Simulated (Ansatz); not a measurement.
Task: a ladder of basis sets of H2Se2Si, SMILES [SiH2]1[Se][Se]1, with the Ansatz DFT code, driven from Python. Give the script and its output. Settings (for the species named): B3LYP, def2-SVP basis, multiplicity 1, D4 dispersion. The script varies basis: def2-SVP, def2-SVPD, def2-TZVP, def2-TZVPP.

```yaml
atoms:
  - { symbol: Si, position_ang: [-0.2983, 0.2039, -0.2319] }
  - { symbol: Se, position_ang: [0.7282, -0.1426, 1.7063] }
  - { symbol: Se, position_ang: [1.2051, -1.3638, -0.3215] }
  - { symbol: H, position_ang: [-1.6469, -0.2632, -0.2744] }
  - { symbol: H, position_ang: [0.0617, 1.4920, -0.9200] }
```

The script, `basis_h2se2si.py`:
```python
"""Basis-set convergence for H2Se2Si."""

from dataclasses import dataclass

import ansatz as az
from ase import Atoms


@dataclass
class RunConfig:
    functional: str = "b3lyp"
    dispersion: str = "d4"


settings = RunConfig()

atoms = Atoms(["Si", "Se", "Se", "H", "H"], positions=[
    [-0.2983, 0.2039, -0.2319],
    [0.7282, -0.1426, 1.7063],
    [1.2051, -1.3638, -0.3215],
    [-1.6469, -0.2632, -0.2744],
    [0.0617, 1.492, -0.92],
])
molecule = az.Crystal.molecule_from_ase(atoms)

calculation = (
    molecule.calculation()
    .functional(settings.functional, dispersion=settings.dispersion)
)

energies = {}
for basis in ["def2-SVP", "def2-SVPD", "def2-TZVP", "def2-TZVPP"]:
    summary = calculation.basis(gaussian=basis).run().report
    size = summary["n_frozen"] + summary["n_occupied"][0] + summary["n_virtual"][0]
    energies[basis] = (summary["reference_energy_ev"] / 27.211386246, summary["free_energy_ev"] / 27.211386246)
    print(f"{basis:14s} {size:4d} orbitals  reference {energies[basis][0]:14.6f} Ha  total {energies[basis][1]:14.6f} Ha")

last = energies["def2-TZVPP"][1]
for basis, (_, total) in energies.items():
    print(f"{basis:14s} lies {27.211386 * (total - last):9.4f} eV above def2-TZVPP")
```

Output of `python basis_h2se2si.py`:
```text
def2-SVP         92 orbitals  reference   -5093.240023 Ha  total   -5093.250120 Ha
def2-SVPD       122 orbitals  reference   -5093.248184 Ha  total   -5093.258281 Ha
def2-TZVP       145 orbitals  reference   -5093.939378 Ha  total   -5093.949476 Ha
def2-TZVPP      166 orbitals  reference   -5093.939921 Ha  total   -5093.950019 Ha
def2-SVP       lies   19.0452 eV above def2-TZVPP
def2-SVPD      lies   18.8231 eV above def2-TZVPP
def2-TZVP      lies    0.0148 eV above def2-TZVPP
def2-TZVPP     lies    0.0000 eV above def2-TZVPP
```

Against def2-SVP: def2-SVPD -8.2 mHa, def2-TZVP -699.4 mHa and def2-TZVPP -699.9 mHa. The last step alone is -0.54 mHa (these two sets differ little on atoms other than hydrogen). From the first set to the last the time grows from 2.5 to 5.4 s.

Caveats:
- These settings explore the input space; basis and method may be short of convergence.
- The geometry is a force-field or estimated start, not a minimum of this method, and the last set is no limit. Much of the fall in a total is atomic energy, which cancels in bond and reaction energies.
- Total less reference energy is the dispersion correction.
- b3lyp holds the VWN-RPA fit, as in Gaussian; the form of ORCA and Turbomole is b3lyp5.
- It ran for 17 s on 1 thread of Arm Neoverse V2 (shared host), peak memory 0.51 GiB.
